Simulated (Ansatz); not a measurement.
# [SnH3]− (SMILES [H][Sn-]([H])[H]) at 6 levels

Aim: a comparison of 6 runs (CAM-B3LYP/STO-3G, SVWN5/STO-3G, MP2/STO-3G, CCSDT/STO-3G, CCSDTQ/STO-3G, CCSD(T)/STO-3G) of [SnH3]−. 

Program for the calculation: Ansatz 0.2.0.

1 further run of the same task is left out (set aside as unsound or not needed).

## (1) The system as given

[SnH3]− has 4 atoms, charge -1, and is taken as a singlet. As SMILES, `[H][Sn-]([H])[H]`. The H4–Sn1 distance was set to 2.923 Å, away from the relaxed value. At this shape a bond of the SMILES string is far longer than usual.

Bond lengths: Sn1–H2 1.948 Å, Sn1–H3 1.948 Å. Angles: H2–Sn1–H3 93.3°.

## (2) A single-point energy at CAM-B3LYP/STO-3G (run 1)

in.yaml reads:

```yaml
crystal:
  periodic: [false, false, false]
  atoms:
    - {symbol: Sn, position_ang: [0.412690, 0.710897, 1.317297]}
    - {symbol: H, position_ang: [2.056860, 0.671567, 0.273977]}
    - {symbol: H, position_ang: [-0.367790, 2.137677, 0.245217]}
    - {symbol: H, position_ang: [-0.844540, -1.404640, -0.259610]}
basis:
  gaussian:
    orbitals: STO-3G
total_charge: -1
hamiltonian:
  xc: {name: CAM-B3LYP}
accuracy: high
```

On the command line:

```sh
$ ansatz run in.yaml --threads 1 --pin off --max-ram 2610MiB --events-out events.jsonl --progress --plain --runs-dir runs
```

Log:

```text
Warning: RAYON_NUM_THREADS=1 ignored (pool sized by the plan → 1); use --threads N
Functional definition: CAM-B3LYP
  name "CAM-B3LYP"
  parameter alpha = 0.19
  parameter beta = 0.46
  parameter omega = 0.33/bohr
  parameter ac = 0.81
  exchange = (1 - alpha - beta)*b88_x + beta*b88_x_sr(omega) + alpha*exact_x + beta*exact_x_lr(omega)
  correlation = (1 - ac)*vwn5_c + ac*lyp_c
516 factors; integrals over basis functions are off by at most 4.1e-9 eV
120 factors; integrals over basis functions are off by at most 4.8e-10 eV
mean field evaluation 1: about -162366.8073 eV, gradient 1.3e1 eV
mean field evaluation 2: about -162361.5207 eV, gradient 2.9e1 eV
mean field evaluation 4: about -162369.4645 eV, gradient 9.0e-1 eV
mean field evaluation 8: about -162369.4148 eV, gradient 7.0e-2 eV
mean field evaluation 16: about -162369.4148 eV, gradient 4.9e-8 eV
mean field -162369.41480813 eV, -5966.9659362565 hartree, gradient 4.9e-8 eV, S^2 0.000000; 0 other end points of the search recorded, 0 dependent functions left out
reference -162369.41482166 eV, -5966.9659367537 hartree; 27, 27 occupied and 3, 3 virtual orbitals, 516 factors
Total energy: -162369.41482166 eV, -5966.9659367537 hartree
```

It took 0.74 s on 1 thread of AMD EPYC 9R45 (Zen 5), shared host; peak memory 0.12 GiB.

## (3) The energy at SVWN5/STO-3G (run 2)

input.yaml reads:

```yaml
crystal:
  periodic: [false, false, false]
  atoms:
    - {symbol: Sn, position_ang: [0.412690, 0.710897, 1.317297]}
    - {symbol: H, position_ang: [2.056860, 0.671567, 0.273977]}
    - {symbol: H, position_ang: [-0.367790, 2.137677, 0.245217]}
    - {symbol: H, position_ang: [-0.844540, -1.404640, -0.259610]}
basis:
  gaussian: {orbitals: STO-3G}
accuracy: high
hamiltonian: {xc: {name: SVWN5}}
total_charge: -1
```

On the command line:

```sh
$ ansatz run input.yaml --threads 1 --pin off --max-ram 2610MiB --events-out events.jsonl --progress --plain --runs-dir runs
```

Log:

```text
Warning: RAYON_NUM_THREADS=1 ignored (pool sized by the plan → 1); use --threads N
Functional definition: SVWN5
  name "SVWN5"
  exchange = slater_x
  correlation = vwn5_c
516 factors; integrals over basis functions are off by at most 4.1e-9 eV
mean field evaluation 1: about -162204.2238 eV, gradient 1.6e1 eV
mean field evaluation 2: about -162190.7787 eV, gradient 2.5e1 eV
mean field evaluation 4: about -162205.6516 eV, gradient 1.3e1 eV
mean field evaluation 8: about -162206.3183 eV, gradient 1.1e1 eV
mean field evaluation 16: about -162207.3139 eV, gradient 5.1e-8 eV
mean field -162207.31387982 eV, -5961.0088370169 hartree, gradient 5.1e-8 eV, S^2 0.000000; 0 other end points of the search recorded, 0 dependent functions left out
reference -162207.31388160 eV, -5961.0088370824 hartree; 27, 27 occupied and 3, 3 virtual orbitals, 516 factors
Total energy: -162207.31388160 eV, -5961.0088370824 hartree
```

Wall time 0.48 s (1 thread of AMD EPYC 9R45 (Zen 5), shared host).

## (4) The energy at MP2/STO-3G (run 3)

job.yaml reads:

```yaml
crystal:
  periodic: [false, false, false]
  atoms:
    - {symbol: Sn, position_ang: [0.412690, 0.710897, 1.317297]}
    - {symbol: H, position_ang: [2.056860, 0.671567, 0.273977]}
    - {symbol: H, position_ang: [-0.367790, 2.137677, 0.245217]}
    - {symbol: H, position_ang: [-0.844540, -1.404640, -0.259610]}
basis:
  gaussian: {orbitals: STO-3G}
total_charge: -1
magnetization: {spin_polarized: false, initial_magnetization: 0}
correlation: {method: mp2, frozen_orbitals: {H: 0, Sn: 18}}
accuracy: high
```

On the command line:

```sh
$ ansatz run job.yaml --threads 1 --pin off --max-ram 2610MiB --events-out events.jsonl --progress --plain --runs-dir runs
```

Log:

```text
Warning: RAYON_NUM_THREADS=1 ignored (pool sized by the plan → 1); use --threads N
Functional definition: HF
  name "HF"
  exchange = exact_x
  correlation = 0
516 factors; integrals over basis functions are off by at most 4.1e-9 eV
mean field evaluation 1: about -162304.4479 eV, gradient 1.0e1 eV
mean field evaluation 2: about -162304.4611 eV, gradient 1.0e1 eV
mean field evaluation 4: about -162306.0941 eV, gradient 8.6e-1 eV
mean field evaluation 8: about -162306.1033 eV, gradient 7.1e-4 eV
mean field evaluation 16: about -162305.5190 eV, gradient 6.5e0 eV
mean field -162306.10331239 eV, -5964.6392817020 hartree, gradient 1.7e-8 eV, S^2 0.000000; 1 other end points of the search recorded, 0 dependent functions left out; unrestricted orbitals would lower it
unrestricted determinant -162307.12385762 eV, -5964.6767860478 hartree, S^2 0.7868
18 core orbitals not correlated: weight in the atoms' cores, before any rotation towards them, 1.000 or more for the frozen orbitals, at most 0.000 for the correlated occupied ones
reference -162306.10331239 eV, -5964.6392817020 hartree; 9, 9 occupied and 3, 3 virtual orbitals, 516 factors
second order -1.68783804 eV of doubles, -0.00000000 eV of singles
Total energy: -162307.79115043 eV, -5964.7013086060 hartree
```

Run time: 0.32 s. Hardware: 1 thread of AMD EPYC 9R45 (Zen 5), shared host.

Runs 4 to 5 aren't shown in full; the table further down has their settings and results.

## (5) The energy at CCSD(T)/STO-3G (run 6)

molecule.yaml reads:

```yaml
crystal:
  periodic: [false, false, false]
  atoms:
    - symbol: Sn
      position_ang: [0.412690, 0.710897, 1.317297]
    - symbol: H
      position_ang: [2.056860, 0.671567, 0.273977]
    - symbol: H
      position_ang: [-0.367790, 2.137677, 0.245217]
    - symbol: H
      position_ang: [-0.844540, -1.404640, -0.259610]
basis:
  gaussian:
    orbitals: STO-3G
total_charge: -1
correlation:
  method: ccsd_t
  frozen_orbitals: {H: 0, Sn: 18}
accuracy: high
scf:
  omitted_lower_state_checks: [cluster_reference, increment]
```

On the command line:

```sh
$ ansatz run molecule.yaml --threads 1 --pin off --max-ram 2610MiB --events-out events.jsonl --progress --plain --runs-dir runs
```

Log:

```text
Warning: RAYON_NUM_THREADS=1 ignored (pool sized by the plan → 1); use --threads N
[... 12 lines left out ...]
18 core orbitals not correlated: weight in the atoms' cores, before any rotation towards them, 1.000 or more for the frozen orbitals, at most 0.000 for the correlated occupied ones
[... 27 lines left out ...]
WARN: these amplitudes may be one of several solutions (largest doubles amplitude 0.39, level shift 0.92 eV)
Total energy: -162308.95742517 eV, -5964.7441684123 hartree
Checks for a lower state left out: cluster_reference, increment
```

It took 0.3 s on 1 thread of AMD EPYC 9R45 (Zen 5), shared host.

## (6) Overview of the runs

| run | level | frozen core orbitals | energy (Eh) | wall time |
| --- | --- | --- | --- | --- |
| 1 | CAM-B3LYP/STO-3G | – | -5966.965937 | 0.74 s |
| 2 | SVWN5/STO-3G | – | -5961.008837 | 0.48 s |
| 3 | MP2/STO-3G | 18 | -5964.701309 | 0.32 s |
| 4 | CCSDT/STO-3G | 18 | -5964.744217 | 0.32 s |
| 5 | CCSDTQ/STO-3G | 18 | -5964.743824 | 3.3 s |
| 6 | CCSD(T)/STO-3G | 18 | -5964.744168 | 0.3 s |

## (7) Outcome

```
                                           quantity           value
                                run 6: total energy  -5964.74417 Eh
run 6: correlation energy (18 core orbitals frozen)      -104.9 mEh
                              run 6: (T) correction       -0.54 mEh
                               run 6: T1 diagnostic           0.043
```

Totals of different functionals can't be ranked against each other. In run 6 the T1 diagnostic is large, so a single reference may not serve. In runs 3, 4, 5, 6 the log says that unrestricted orbitals would lower the reference, so the values rest on an unstable closed-shell determinant (other closed-shell runs at this shape may share the fault). In runs 1, 2, 3, 4, 5, 6 the basis is minimal, so the values are rough. In runs 1, 2, 3, 4, 5, 6 relativity is left out where basis or elements ask for it. All runs together took 5.5 s, the longest 3.3 s.
